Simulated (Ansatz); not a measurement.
MoRh, space group P-6m2: a convergence test of the plane-wave cutoff, run with the Python package of Ansatz (0.2.0).

The script, `ecut.py`:
```python
'''Convergence of MoRh with the plane-wave cutoff.'''

import ansatz as az


def main() -> None:
    system = (
        az.Lattice.from_parameters(2.79543, 2.79543, 4.43737, alpha=90, beta=90, gamma=120)
        .space_group(187)
        .atom('Mo', [0.0, 0.0, 0.5])
        .atom('Rh', [1 / 3, 2 / 3, 0.0])
    )

    model = (
        system.calculation()
        .functional('lda')
        .kpoints(12, 12, 7)
        .occupations('methfessel_paxton', width=0.1)
        .scf(tolerance=1e-09)
        .stress()
    )

    rows = []
    for value in [250, 325, 400, 475, 550, 625]:
        r = model.basis(value).run(threads=1).report
        rows.append((value, r['free_energy_ev'] / len(r['lattice']['sites']), r['n_iterations'], sum(r['stress_gpa'][i][i] for i in range(3)) / 3, r['n_pw']))

    print(' cutoff (eV)   F/atom (eV)    iterations       P (GPa)   plane waves')
    for row in rows:
        print(f'{str(row[0]):>12s}  {row[1]:12.5f}  {row[2]:12d}  {row[3]:12.3f}  {row[4]:12d}')

    # differences from the last row
    for row in rows[:-1]:
        shift = 1000 * (row[1] - rows[-1][1])
        print(f'{row[0]}: {shift:+.2f} meV/atom' + ('  (within 1 meV)' if abs(shift) < 1 else ''))


if __name__ == '__main__':
    main()
```

How fast does the energy converge with the cutoff (threshold 1 meV an atom)?

From 475 eV on it stays within 1 meV an atom of the value at 625 eV; the first row (250 eV) is off by 1075.6 meV and the last but one by 0.11 meV. The energy falls steadily, as expected when plane waves are added. The pressure moves from -13.83 to -17.90 GPa (the program's stress holds a Pulay correction, so it settles early). The last run costs about 2.7 times the first.

What the script printed:

```console
$ python ecut.py
DeckWarning: basis.ecutwfc = 250 eV is below the records' recommended 420 eV, and the density's cutoff is lower with it unless basis.ecutrho_ratio is high enough to keep the records' density cutoff: compare with a run at a higher cutoff
DeckWarning: output.stress: scf.convergence.dr2_threshold = 1e-9 eV is looser than the 2e-10 eV advised for a printed stress (1e-10 eV for each atom of the cell: 2). What an SCF threshold leaves in a [...]
DeckWarning: basis.ecutwfc = 325 eV is below the records' recommended 420 eV, and the density's cutoff is lower with it unless basis.ecutrho_ratio is high enough to keep the records' density cutoff: compare with a run at a higher cutoff
DeckWarning: basis.ecutwfc = 400 eV is below the records' recommended 420 eV, and the density's cutoff is lower with it unless basis.ecutrho_ratio is high enough to keep the records' density cutoff: compare with a run at a higher cutoff
 cutoff (eV)   F/atom (eV)    iterations       P (GPa)   plane waves
         250   -5559.74846             8       -13.831           287
         325   -5560.78362             7       -18.187           391
         400   -5560.82263             7       -17.886           549
         475   -5560.82371             7       -17.901           687
         550   -5560.82392             7       -17.901           881
         625   -5560.82403             7       -17.901          1087
250: +1075.57 meV/atom
325: +40.42 meV/atom
400: +1.40 meV/atom
475: +0.32 meV/atom  (within 1 meV)
550: +0.11 meV/atom  (within 1 meV)
```
(Warnings from the package without file and line, shortened.)

Caveats:
- The mesh is modest for a metal, so energies can be off by several to tens of meV an atom and pressures by half a GPa or more; differences at equal mesh fare better.
- Pressure is positive in compression.
- This cell is a computed structure, which may not be the phase found in nature.
- Shifts are counted from the last row, which is itself no proven limit.
- The whole script took 28 s on 1 thread of Arm Neoverse V1 (shared host), peak memory 0.37 GiB.
